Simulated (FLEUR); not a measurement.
# MnCo (Pm-3m) in FLEUR: notebook, part 2 of 2

FLEUR MaX-R8.1 (later development tree). Earlier steps stand in the parts before.

**10. Band structure, PBEsol, collinear spin, ferromagnetic start**

Changes to inp.xml since step 8:

```diff
@@ -6,3 +6,3 @@
    <calculationSetup>
-      <cutoffs Kmax="4.67" Gmax="14.5" GmaxXC="14.5" numbands="0"/>
+      <cutoffs Kmax="4.54" Gmax="14.1" GmaxXC="14.1" numbands="0"/>
       <scfLoop itmax="60" minDistance="0.00001" maxIterBroyd="15" imix="Anderson" alpha="0.05" precondParam="0.0" spinf="2.0" sdNocoIR="T"/>
@@ -13,3 +13,3 @@
       <expertModes spex="0" secvar="F"/>
-      <geometryOptimization l_f="F" forcealpha="1.0" forcemix="BFGS" epsdisp="0.0005" epsforce="0.0002"/>
+      <geometryOptimization l_f="F" forcealpha="1.0" forcemix="BFGS" epsdisp="0.00001" epsforce="0.00001"/>
       <ldaU l_linMix="F" mixParam="0.05" spinf="1.0"/>
@@ -24,3 +24,3 @@
       <xi:include xmlns:xi="http://www.w3.org/2001/XInclude" href="sym.xml"> </xi:include>
-      <bulkLattice scale="1.0196128224">
+      <bulkLattice scale="1.0">
          <bravaisMatrix>
@@ -34,3 +34,3 @@
       <species name="Cobalt (Co2.000" element="Co" atomicNumber="27">
-         <mtSphere radius="2.1" gridPoints="715" logIncrement="0.017"/>
+         <mtSphere radius="2.16" gridPoints="715" logIncrement="0.017"/>
          <atomicCutoffs lmax="9" lnonsphr="9"/>
@@ -50,3 +50,3 @@
       <species name="Manganese 4.001" element="Mn" atomicNumber="25">
-         <mtSphere radius="2.1" gridPoints="715" logIncrement="0.017"/>
+         <mtSphere radius="2.16" gridPoints="715" logIncrement="0.017"/>
          <atomicCutoffs lmax="9" lnonsphr="9"/>
```

The input, crystal.txt:

```
MnCo
&input cartesian=F /
2.8536000000  0.0000000000  0.0000000000
0.0000000000  2.8536000000  0.0000000000
0.0000000000  0.0000000000  2.8536000000
1.8897261246
1.0 1.0 1.0

2
27 0.5000000000  0.5000000000  0.5000000000 : 2.000
25 0.0000000000  0.0000000000  0.0000000000 : 4.001

&kpt div1=9 div2=9 div3=9 gamma=T /
```

The input, inp.xml (bands):

```
<?xml version="1.0" encoding="UTF-8" standalone="no"?>
<fleurInput fleurInputVersion="0.39">
   <comment>
      MnCo                                                                                                
   </comment>
   <calculationSetup>
      <cutoffs Kmax="4.54" Gmax="14.1" GmaxXC="14.1" numbands="0"/>
      <scfLoop itmax="60" minDistance="0.00001" maxIterBroyd="15" imix="Anderson" alpha="0.05" precondParam="0.0" spinf="2.0" sdNocoIR="T"/>
      <coreElectrons ctail="T" frcor="F" kcrel="0" coretail_lmax="0"/>
      <xcFunctional name="PBEs" relativisticCorrections="F"/>
      <magnetism jspins="2"/>
      <soc l_soc="F" theta="0.0" phi="0.0" spav="F"/>
      <expertModes spex="0" secvar="F"/>
      <geometryOptimization l_f="F" forcealpha="1.0" forcemix="BFGS" epsdisp="0.00001" epsforce="0.00001"/>
      <ldaU l_linMix="F" mixParam="0.05" spinf="1.0"/>
   </calculationSetup>
   <cell>
      <bzIntegration valenceElectrons="32.0" mode="hist" fermiSmearingEnergy="0.00183747">
         <kPointListSelection listName="path-1"/>
         <!-- k-points included here -->
         <xi:include xmlns:xi="http://www.w3.org/2001/XInclude" href="kpts.xml"> </xi:include>
      </bzIntegration>
      <!-- symmetry operations included here -->
      <xi:include xmlns:xi="http://www.w3.org/2001/XInclude" href="sym.xml"> </xi:include>
      <bulkLattice scale="1.0">
         <bravaisMatrix>
            <row-1>    5.3925224691585596     0.0000000000000000     0.0000000000000000</row-1>
[... 32 lines left out ...]
         <lo type="SCLO" l="0" n="3" eDeriv="0"/>
         <lo type="SCLO" l="1" n="3" eDeriv="0"/>
         <lo type="SCLO" l="1" n="3" eDeriv="1"/>
         <lo type="SCLO" l="2" n="3" eDeriv="2"/>
         <lo type="SCLO" l="3" n="4" eDeriv="2"/>
      </species>
   </atomSpecies>
   <atomGroups>
      <atomGroup species="Cobalt (Co2.000">
         <relPos label="                   1">1.000/2.000 1.000/2.000 1.000/2.000</relPos>
         <force calculate="T" relaxXYZ="TTT"/>
      </atomGroup>
      <atomGroup species="Manganese 4.001">
         <relPos label="                   2">.0000000000 .0000000000 .0000000000</relPos>
         <force calculate="T" relaxXYZ="TTT"/>
      </atomGroup>
   </atomGroups>
   <output dos="F" band="T" slice="F">
      <checks vchk="F" cdinf="F"/>
      <bandDOS minEnergy="-.5*Htr" maxEnergy="0.5*Htr" sigma="0.015" storeEVData="T"/>
      <vacuumDOS vacdos="F" integ="F" star="F" nstars="0" locx1="0.0" locy1="0.0" locx2="0.0" locy2="0.0" nstm="0" tworkf="0.0"/>
      <unfoldingBand unfoldBand="F" supercellX="1" supercellY="1" supercellZ="1"/>
      <plotting iplot="0" polar="F">
         <plot TwoD="T" vec1="  1.0  0.0  0.0" vec2="  0.0  1.0  0.0" vec3="  0.0  0.0  1.0" zero="  0.0  0.0  0.0" file="plot"/>
      </plotting>
      <chargeDensitySlicing numkpt="0" minEigenval="0.0" maxEigenval="0.0" nnne="0" pallst="F"/>
      <specialOutput eonly="F"/>
      <moessbauerParams electricFieldGradient="T" isomerShift="T" coreHyperfine="T" valenceHyperfine="T"/>
      <magneticCircularDichroism mcd="F" energyLo="-10.0" energyUp="0.0"/>
   </output>
  <!-- We include the file relax.xml here to enable relaxations (see documentation) -->
  <xi:include xmlns:xi="http://www.w3.org/2001/XInclude" href="relax.xml"> <xi:fallback/> </xi:include>
</fleurInput>
```

Potentials or basis: all-electron, FLAPW.

Command:

```
inpgen -f crystal.txt -profile fastHighL
# inp.xml edited to the form shown
fleur_MPI
fleur_MPI   # second run, on inp.xml (bands)
```

The log of the run:

```text
Welcome to FLEUR        (www.flapw.de)
      MaX-Release 8.1          (www.max-centre.eu)

 ========== k-point set info ==========
 Selected k-point list: default-1
 k-point list type: mesh
 9 x 9 x 9
 Number of k points: 35

 ------------Calculation Setup---------------------------
 Number of MPI-tasks      :            1
 Number of PE/node        :            1
 Number of OMP-threads    :            1
 Most efficient MPI parallelization for:
           1           5           7          35
 Additional eigenvalue parallelization possible
 Number of basis functions:          335
 Approximate size of matrices (H+S) per k-point:         0.002 GB
 --------------------------------------------------------
 Iteration:     1   Distance:      32.07177906 me/bohr^3
 Iteration:     2   Distance:      23.75971598 me/bohr^3
 Iteration:     3   Distance:      21.14673756 me/bohr^3
 Iteration:     4   Distance:      12.52229123 me/bohr^3
 Iteration:     5   Distance:      13.62254062 me/bohr^3
 Iteration:     6   Distance:       4.75282350 me/bohr^3
 Iteration:     7   Distance:       1.72747461 me/bohr^3
 Iteration:     8   Distance:       1.83863970 me/bohr^3
 Iteration:     9   Distance:       1.11956372 me/bohr^3
 Iteration:    10   Distance:       0.67930722 me/bohr^3
[... 7 lines left out ...]
 Iteration:    18   Distance:       0.02860651 me/bohr^3
 Iteration:    19   Distance:       0.00759389 me/bohr^3
 Iteration:    20   Distance:       0.00334422 me/bohr^3
 Iteration:    21   Distance:       0.00225763 me/bohr^3
 Iteration:    22   Distance:       0.00032994 me/bohr^3
 Iteration:    23   Distance:       0.00013842 me/bohr^3
 Iteration:    24   Distance:       0.00006417 me/bohr^3
 Iteration:    25   Distance:       0.00001939 me/bohr^3
 Iteration:    26   Distance:       0.00001372 me/bohr^3
 Iteration:    27   Distance:       0.00000992 me/bohr^3

 ********************************************************************
 Run finished successfully
 Stop message:
   all done
 ********************************************************************
```

out.xml (last iteration):

```text
<iteration numberForCurrentRun="   27" overallNumber="   27">
         <energyParameters units="Htr">
            <atomicEP atomType="1" spin="1" branch="4s" branchLowest="-3.09" branchHighest="2.19" value="0.2324717501"/>
            <atomicEP atomType="1" spin="1" branch="4p" branchLowest="-1.73" branchHighest="2.82" value="0.3668160743"/>
            <atomicEP atomType="1" spin="1" branch="3d" branchLowest="-9.99" branchHighest="0.47" value="0.3192427322"/>
            <atomicEP atomType="1" spin="1" branch="4f" branchLowest="-9.99" branchHighest="3.98" value="0.6821303380"/>
[... 161 lines left out ...]
            <chargeDensity spin="1" distance="0.0000040517"/>
            <chargeDensity spin="2" distance="0.0000068571"/>
            <overallChargeDensity distance="0.0000099218"/>
            <spinDensity distance="0.0000053320"/>
         </densityConvergence>
      </iteration>
```

It took 73 s on 1 thread of Arm Neoverse V2, shared host; peak memory 0.07 GiB.

What came out:

```yaml
Free_energy: -69383.9074 eV
Band_gap_along_the_path: none (metal or under the smearing width)
Net_moment: 4.02 μB per cell
Site_moments: Co +1.25; Mn +2.75 μB
Valence_electrons_inside_the_program's_atomic_spheres: Co 15.70; Mn 13.35 (radii Co 2.16, Mn 2.16 bohr)
```

Levels at the corners of the path, in eV from the Fermi level:
Spin up:
```csv
point,band 14,band 15,band 16,band 17,band 18,band 19,band 20,band 21,band 22,band 23
Γ,-2.19,-1.00,-1.00,0.27,0.27,0.27,9.44,9.44,9.44,15.29
X,-1.84,-1.67,-1.67,-1.19,-0.78,-0.25,0.69,16.41,16.41,16.46
M,-1.13,-0.73,-0.37,0.25,0.25,0.52,0.52,7.00,7.30,17.56
Γ,-2.19,-1.00,-1.00,0.27,0.27,0.27,9.44,9.44,9.44,15.29
R,-3.06,-1.16,-1.16,-0.32,-0.32,8.22,8.22,8.22,8.54,8.54
X,-1.84,-1.67,-1.67,-1.19,-0.78,-0.25,0.69,16.41,16.41,16.46
M,-1.13,-0.73,-0.37,0.25,0.25,0.52,0.52,7.00,7.30,17.56
R,-3.06,-1.16,-1.16,-0.32,-0.32,8.22,8.22,8.22,8.54,8.54
```
Spin down:
```
point  band 10  band 11  band 12  band 13  band 14  band 15  band 16  band 17  band 18  band 19
    Γ    -3.14    -3.14    -0.84    -0.84    -0.84     1.51     1.51     2.50     2.50     2.50
    X    -3.93    -1.48    -0.95    -0.95    -0.31    -0.24     0.66     0.66     1.40     1.82
    M    -3.70    -1.94    -1.94     0.56     0.56     0.75     0.92     1.65     2.61     2.61
    Γ    -3.14    -3.14    -0.84    -0.84    -0.84     1.51     1.51     2.50     2.50     2.50
    R    -2.29    -2.29    -1.62    -1.62    -1.62     0.78     0.78     2.81     2.81     9.02
    X    -3.93    -1.48    -0.95    -0.95    -0.31    -0.24     0.66     0.66     1.40     1.82
    M    -3.70    -1.94    -1.94     0.56     0.56     0.75     0.92     1.65     2.61     2.61
    R    -2.29    -2.29    -1.62    -1.62    -1.62     0.78     0.78     2.81     2.81     9.02
```

Core levels (eV from the Fermi level):
| atom | levels |
| --- | --- |
| 1 Co | 1s1/2 -7576.5, 2s1/2 -890.7, 2p1/2 -772.0, 2p3/2 -757.2 |
| 2 Mn | 1s1/2 -6414.3, 2s1/2 -736.6, 2p1/2 -630.0, 2p3/2 -619.7 |
